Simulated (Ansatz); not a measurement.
I need a rigid scan of one bond angle of Cl2H2OSi, SMILES O[SiH](Cl)Cl. Use the Ansatz DFT code, driven from Python. Settings (for the species named): B3LYP, def2-SVP basis, multiplicity 1, D4 dispersion.

```xyz
6

O     0.4216    1.1583   -0.4521
Si    0.1139   -0.2054    0.3644
Cl    0.5643   -1.7043   -0.9358
Cl   -1.8193   -0.3076    0.6598
H    -0.1171    1.2632   -1.3137
H     0.8787   -0.2683    1.6312
```

`bend_cl2h2osi.py`
```python
import ansatz as az
from ase import Atoms

atoms = Atoms(["O", "Si", "Cl", "Cl", "H", "H"], positions=[
    [0.4216, 1.1583, -0.4521],
    [0.1139, -0.2054, 0.3644],
    [0.5643, -1.7043, -0.9358],
    [-1.8193, -0.3076, 0.6598],
    [-0.1171, 1.2632, -1.3137],
    [0.8787, -0.2683, 1.6312],
])

first = (
    az.Crystal.molecule_from_ase(atoms).calculation()
    .basis(gaussian="def2-SVP")
    .functional("b3lyp", dispersion="d4")
    .accuracy("medium")
    .relax(force_tolerance=0.02, max_steps=80)
)
atoms.positions = first.run(threads=1, pin="off").report["positions_ang"]

rows = []
for angle in [85, 95, 105, 115, 125, 140, 160]:
    bent = atoms.copy()
    bent.set_angle(1, 0, 4, angle, indices=[4])
    calculation = (
        az.Crystal.molecule_from_ase(bent).calculation()
        .basis(gaussian="def2-SVP")
        .functional("b3lyp", dispersion="d4")
        .accuracy("medium")
    )
    rows.append((angle, calculation.run(threads=1, pin="off").report["free_energy_ev"]))
floor = min(e for _, e in rows)
for angle, e in rows:
    print(f"angle Si1-O0-H4 = {angle:3d} deg   {1000 * (e - floor):9.1f} meV")
```

Output of `python bend_cl2h2osi.py`:
```text
angle Si1-O0-H4 =  85 deg       548.2 meV
angle Si1-O0-H4 =  95 deg       242.2 meV
angle Si1-O0-H4 = 105 deg        69.5 meV
angle Si1-O0-H4 = 115 deg         0.0 meV
angle Si1-O0-H4 = 125 deg         4.4 meV
angle Si1-O0-H4 = 140 deg        94.7 meV
angle Si1-O0-H4 = 160 deg       261.4 meV
```

What to keep in mind:
- These settings explore the input space; basis and method may be short of convergence.
- The scan is rigid, and the energies are electronic, in a modest basis. The zero is the lowest point of the grid, which needn't be the minimum.
- b3lyp holds the VWN-RPA fit, as in Gaussian; the form of ORCA and Turbomole is b3lyp5.
- The whole script took 36 s on 1 thread of Arm Neoverse V1, on a shared host, peak memory 0.23 GiB.
